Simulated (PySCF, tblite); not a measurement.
# C5H9NOSi: geometry, infrared bands and NMR shifts

What infrared bands and NMR shifts should C5H9NOSi (`C=C1[SiH2][C@@H]1NC(C)=O`) show?

Programs: tblite 0.8.0 and PySCF 2.14.0, with density-fitted response routines of our own. Each step states its level of theory. These are calculated values for one molecule in the gas phase, unless marked as measured. Atoms are numbered from 0 throughout.

## (1) The starting structure

17 atoms, charge 0, multiplicity 1; geometry from: force field or distance geometry start.

Bonds of the start (Å): C0–C1 1.34, C1–Si2 1.86, Si2–C3 1.86, C3–N4 1.44, N4–C5 1.43, C5–C6 1.51, C5–O7 1.26, C3–C1 1.51, C0–H8 1.09, C0–H9 1.12, Si2–H10 1.48, Si2–H11 1.46, C3–H12 1.11, N4–H13 1.05, C6–H14 1.12, C6–H15 1.11, C6–H16 1.11.

## (2) Optimising the geometry with GFN2-xTB

The job: settings as JSON, then the geometry in Å.

```
{"job": {"kind": "relax", "xc": "GFN2-xTB", "basis": "xTB"}, "charge": 0, "multiplicity": 1}
C     -2.495600     0.775000     1.600100
C     -1.924900     0.048700     0.632600
Si    -1.880100    -1.481100    -0.428500
C     -0.749700    -0.009700    -0.315000
N      0.570400    -0.164100     0.250500
C      1.687100     0.558600    -0.286500
C      3.021300     0.320300     0.378300
O      1.583500     1.360000    -1.248700
H     -2.033600     1.714600     1.890600
H     -3.438900     0.437900     2.091900
H     -2.874200    -1.514000    -1.523700
H     -1.426300    -2.732800     0.174800
H     -0.847000     0.696200    -1.159900
H      0.711400    -0.826000     1.059000
H      3.608900     1.250700     0.157400
H      2.914500     0.106400     1.461900
H      3.566200    -0.528900    -0.095300
```

The run is started by

```
OMP_NUM_THREADS=1 python probes_run.py task.json out
```

The driver reads the jobs from task.json and runs them one after another.

**Question.** This job is followed by: GFN2-xTB harmonic vibrations, gas phase; GIAO PBE0/pcSseg-1 NMR shielding, non-relativistic, gas phase. What will the session give for the following? strongest single infrared mode (GFN2-xTB); zero-point energy (GFN2-xTB); 13C shifts against TMS (PBE0/pcSseg-1); 1H shifts against TMS (PBE0/pcSseg-1, means over atoms taken as alike); 29Si shifts against TMS (PBE0/pcSseg-1); 15N shifts against NH3 (PBE0/pcSseg-1); 17O shifts against H2O (PBE0/pcSseg-1).

**Answer**, as computed:

| quantity | value |
| --- | --- |
| strongest single infrared mode (GFN2-xTB) | 1738 cm⁻¹, 593 km/mol |
| zero-point energy (GFN2-xTB) | 78.7 kcal/mol |
| 13C shifts against TMS (PBE0/pcSseg-1) | 168.3, 147.8, 134.9, 32.4, 24.4 ppm |
| 1H shifts against TMS (PBE0/pcSseg-1, means over atoms taken as alike) | 6.89, 6.67, 4.57, 3.86, 3.56, 3.26, 1.88 ppm |
| 29Si shifts against TMS (PBE0/pcSseg-1) | -134.2 ppm |
| 15N shifts against NH3 (PBE0/pcSseg-1) | 138.9 ppm |
| 17O shifts against H2O (PBE0/pcSseg-1) | 428.4 ppm |

**Reading.** Relaxing lowered the energy by 0.586 eV in 137 steps; the close pair that moved most is N4–C5, from 1.434 to 1.352 Å. All 45 modes are real, so the xTB geometry is a minimum. The strongest single mode, at 1738 cm⁻¹, moves mainly C5 and O7. Unscaled tight-binding wavenumbers are off by several per cent, some by more. Its intensities can rank the bands wrongly. At PBE0/pcSseg-1: Shielding is most anisotropic at O7 (span 746 ppm, paramagnetic term -496 ppm).
